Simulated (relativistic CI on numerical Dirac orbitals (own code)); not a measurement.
# W XII (W¹¹⁺): levels and lines, part 2 of 2

Aim: the low levels of W¹¹⁺, their labels and the strongest lines; runs with one setting changed show what the result hangs on.

Calculated with an in-house relativistic CI code, version 4; Dirac-Coulomb-Breit CI, KLI orbitals optimised for each configuration. The steps go on from the part before.

### Step 3. Without configuration mixing

Settings of the run:

```ini
atom W  Z=74  charge=11  electrons=63
nucleus A=184  rms_radius_fm=5.3658
hamiltonian dirac-coulomb  breit=on  qed=on  c_scale=1
orbitals kli  potential=per-configuration
slater_scale 1
correlation none
mixing off
configurations
  [Kr] 4d10 4f13 5s2 5p2
  [Kr] 4d10 4f12 5s2 5p3
  [Kr] 4d10 4f14 5s2 5p
  [Kr] 4d10 4f13 5s 5p3
  [Kr] 4d10 4f14 5s 5p2
  [Kr] 4d10 4f13 5s2 5p 5d
  [Kr] 4d10 4f12 5s 5p4
  [Kr] 4d10 4f14 5s2 5d
  [Kr] 4d10 4f14 5p3
  [Kr] 4d10 4f13 5s2 5p 5f
  [Kr] 4d10 4f14 5s2 6s
  [Kr] 4d10 4f13 5s2 5p 5g
  [Kr] 4d10 4f11 5s2 5p4
  [Kr] 4d10 4f10 5s2 5p5
  [Kr] 4d10 4f11 5s 5p5
  [Kr] 4d10 4f13 5p4
  [Kr] 4d10 4f12 5p5
  [Kr] 4d10 4f13 5s2 5d2
  [Kr] 4d10 4f14 5s 5d2
  [Kr] 4d10 4f14 5s 5p 5d
  [Kr] 4d10 4f14 5s 5d 5f
end
```

From the record:

```text
status: converged
levels [i, E_cm, J2, conf, term, w_term, w_jj]:
  - [0, 0, 7, "4f13 5s2 5p2", "2F*", 0.306, 0.972]
  - [1, 14658.174, 1, "4f14 5s2 5p", "2P*", 1, 1]
  - [2, 20604.204, 5, "4f13 5s2 5p2", "4G*", 0.3274, 0.9669]
  - [3, 85274.927, 9, "4f13 5s2 5p2", "4F*", 0.6239, 0.9864]
  - [4, 92148.904, 5, "4f13 5s2 5p2", "2F*", 0.4193, 0.8935]
  - [5, 96874.772, 3, "4f13 5s2 5p2", "4F*", 0.7925, 0.8448]
  - [6, 98567.723, 7, "4f13 5s2 5p2", "2G*", 0.428, 0.9879]
  - [7, 102993.82, 11, "4f13 5s2 5p2", "2H*", 0.613, 0.9969]
  - [8, 105499.93, 3, "4f13 5s2 5p2", "2P*", 0.647, 0.7675]
  - [9, 106017.36, 15, "4f12 5s2 5p3", "4I*", 0.4601, 0.8917]
  - [10, 106599.4, 5, "4f13 5s2 5p2", "2D*", 0.7633, 0.9239]
  - [11, 110029.57, 7, "4f13 5s2 5p2", "2F*", 0.6882, 0.7426]
  - [12, 112718.21, 7, "4f13 5s2 5p2", "4G*", 0.312, 0.766]
  - [13, 113240.92, 11, "4f12 5s2 5p3", "4G*", 0.2865, 0.8828]
  - [14, 113465.09, 9, "4f13 5s2 5p2", "2G*", 0.5902, 0.9659]
  - [15, 115286.21, 9, "4f12 5s2 5p3", "2G*", 0.2758, 0.7557]
  - "... 184 more rows left out ..."
n_levels_all: 3031
total_energy [Ha]: -16090.821035
configurations [conf, odd, states, E_av_cm, breit_Ha, qed_Ha, corr_Ha]:
  - ["4f13 5s2 5p2", 1, 210, 149138, 17.16, 11.67, "-"]
  - ["4f12 5s2 5p3", 1, 1820, 261283, 17.17, 11.67, "-"]
  - ["4f14 5s2 5p", 1, 6, 84424.2, 17.14, 11.67, "-"]
  - ["4f13 5s 5p3", 0, 560, 487584, 17.16, 11.66, "-"]
  - ["4f14 5s 5p2", 0, 30, 403719, 17.15, 11.66, "-"]
  - ["4f13 5s2 5p 5d", 0, 840, 608393, 17.15, 11.67, "-"]
  - ["4f12 5s 5p4", 0, 2730, 619214, 17.17, 11.67, "-"]
  - ["4f14 5s2 5d", 0, 10, 538608, 17.14, 11.67, "-"]
  - ["4f14 5p3", 1, 20, 759187, 17.15, 11.66, "-"]
  - ["4f13 5s2 5p 5f", 1, 1176, 1.04157e+06, 17.15, 11.67, "-"]
  - ["4f14 5s2 6s", 0, 2, 776696, 17.14, 11.67, "-"]
  - ["4f13 5s2 5p 5g", 0, 1512, 1.31041e+06, 17.15, 11.67, "-"]
  - ["4f11 5s2 5p4", 1, 5460, 423753, 17.18, 11.68, "-"]
  - ["4f10 5s2 5p5", 1, 6006, 639393, 17.2, 11.68, "-"]
  - "... 7 more rows left out ..."
```

It took 3.9 s on 1 thread of Arm Neoverse N1, shared host.

Shifts of the excitation energies against the main run, counted from its lowest level (cm⁻¹): (levels that can't be paired are left out)

| level | main run | shift |
| --- | --- | --- |
| 5p 2P°1/2 | 6800.8 | +7857.4 |
| 4f13 5s2 5p2 [4f7/2^7 5p1/2 5p3/2] J=9/2° | 86371 | -1095.9 |
| 4f13 5s2 5p2 [4f7/2^7 5p1/2 5p3/2] J=5/2° | 93426 | -1277.5 |
| 4f13 5s2 5p2 [4f7/2^7 5p1/2 5p3/2] J=7/2° | 99360 | -792.3 |
| 4f13 5s2 5p2 [4f7/2^7 5p1/2 5p3/2] J=11/2° | 101897 | +1096.8 |
| 4f13 5s2 5p2 2D°5/2 | 104425 | +2174.0 |
| 4f13 5s2 5p2 [4f7/2^7 5p1/2 5p3/2] J=9/2° (ii) | 107041 | +6423.9 |
| 4f13 5s2 5p2 [4f7/2^7 5p1/2 5p3/2] J=7/2° (ii) | 107714 | +2315.9 |
| 4f12 5s2 5p3 [4f7/2^6 5p3/2] J=15/2° | 111054 | -5036.6 |

### Step 4. The first 3 configurations alone

Settings of the run:

```ini
atom W  Z=74  charge=11  electrons=63
nucleus A=184  rms_radius_fm=5.3658
hamiltonian dirac-coulomb  breit=on  qed=on  c_scale=1
orbitals kli  potential=per-configuration
slater_scale 1
correlation none
mixing on
configurations
  [Kr] 4d10 4f13 5s2 5p2
  [Kr] 4d10 4f12 5s2 5p3
  [Kr] 4d10 4f14 5s2 5p
end
```

From the record:

```text
status: converged
levels [i, E_cm, J2, conf, term, w_term, w_jj]:
  - [0, 0, 7, "4f13 5p2", "2F*", 0.304, 0.9691]
  - [1, 10816.179, 1, "4f14 5p", "2P*", 0.9731, 0.9731]
  - [2, 20650, 5, "4f13 5p2", "4G*", 0.3256, 0.9637]
  - [3, 84116.606, 9, "4f13 5p2", "4F*", 0.6298, 0.9603]
  - [4, 91317.623, 5, "4f13 5p2", "2F*", 0.4164, 0.8804]
  - [5, 93072.335, 3, "4f13 5p2", "2P*", 0.388, 0.5733]
  - [6, 96989.317, 7, "4f13 5p2", "2G*", 0.4173, 0.9447]
  - [7, 97373.429, 3, "4f13 5p2", "4F*", 0.6164, 0.8144]
  - [8, 99834.356, 11, "4f13 5p2", "2H*", 0.5319, 0.8567]
  - [9, 102479.4, 5, "4f13 5p2", "2D*", 0.6646, 0.8546]
  - [10, 104468.32, 9, "4f13 5p2", "2G*", 0.3687, 0.6067]
  - [11, 105435.36, 7, "4f13 5p2", "2F*", 0.4989, 0.772]
  - "... 188 more rows left out ..."
n_levels_all: 253
total_energy [Ha]: -16090.823916
configurations [conf, odd, states, E_av_cm, breit_Ha, qed_Ha, corr_Ha]:
  - ["4f13 5p2", 1, 210, 149770, 17.16, 11.67, "-"]
  - ["4f12 5p3", 1, 1820, 261915, 17.17, 11.67, "-"]
  - ["4f14 5p", 1, 6, 85056.7, 17.14, 11.67, "-"]
```

Wall time 0.53 s (1 thread of Arm Neoverse N1, shared host).

How the levels moved (cm⁻¹, from the main run's lowest level): (levels that can't be paired are left out)

| level | main run | shift |
| --- | --- | --- |
| 5p 2P°1/2 | 6800.8 | +4015.4 |
| 4f13 5s2 5p2 [4f7/2^7 5p1/2 5p3/2] J=9/2° | 86371 | -2254.3 |
| 4f13 5s2 5p2 2P°3/2 + 5p 2P° | 92946 | +126.0 |
| 4f13 5s2 5p2 [4f7/2^7 5p1/2 5p3/2] J=5/2° | 93426 | -2108.8 |
| 4f13 5s2 5p2 4F°3/2 | 99004 | -1630.2 |
| 4f13 5s2 5p2 [4f7/2^7 5p1/2 5p3/2] J=7/2° | 99360 | -2370.7 |
| 4f13 5s2 5p2 [4f7/2^7 5p1/2 5p3/2] J=11/2° | 101897 | -2062.7 |
| 4f13 5s2 5p2 2D°5/2 | 104425 | -1946.0 |
| 4f13 5s2 5p2 [4f7/2^7 5p1/2 5p3/2] J=9/2° (ii) | 107041 | -2572.9 |
| 4f13 5s2 5p2 [4f7/2^7 5p1/2 5p3/2] J=7/2° (ii) | 107714 | -2278.3 |
| 4f12 5s2 5p3 [4f7/2^6 5p3/2] J=15/2° | 111054 | -4404.1 |

### Step 5. What each setting moved

The summary covers parts 1 to 2.

| run | time | mean size of shift, levels followed (cm⁻¹) | lowest level | ionisation energy (eV) |
| --- | --- | --- | --- | --- |
| main run | 4 s | 0 | 4f13 5s2 5p2 [4f7/2^7 5p1/2^2] J=7/2° | 230.83 |
| without configuration mixing | 3.9 s | 3119 | 4f13 5s2 5p2 [4f7/2^7 5p1/2^2] J=7/2° | - |
| the first 3 configurations alone | 0.53 s | 2343 | 4f13 5p2 [4f7/2^7 5p1/2^2] J=7/2° | - |

The semi-empirical ionisation energy (NIST) is 231.6 eV.

### Step 6. What came out

| quantity | value |
| --- | --- |
| lowest level | 4f13 5s2 5p2 [4f7/2^7 5p1/2^2] J=7/2° |
| first excitation | 5p 2P°1/2, 6800.8 cm⁻¹ |
| lowest level of the other parity | 5s 5p2 4P1/2, 252664 cm⁻¹ |
| levels in the model | 3031 |
| ionisation energy | 230.83 eV |
| ionisation energy, semi-empirical (NIST) | 231.6 eV |

What this shows: The lowest level is 4f13 5s2 5p2 [4f7/2^7 5p1/2^2] J=7/2°, 32 % pure in LS and 97 % in jj coupling; over the low levels the means are 51 and 86 %, so jj coupling describes them better. The ionisation energy agrees with the semi-empirical value within its uncertainty of 1.2 eV. The largest mover is «without configuration mixing» (3119 cm⁻¹ on average). Low levels that differ in the count of f electrons can be misplaced by several ten thousand cm⁻¹. NIST names this ground level 4F°7/2; the leading computed term differs because terms mix. Lifetimes count radiative decay inside the model alone.
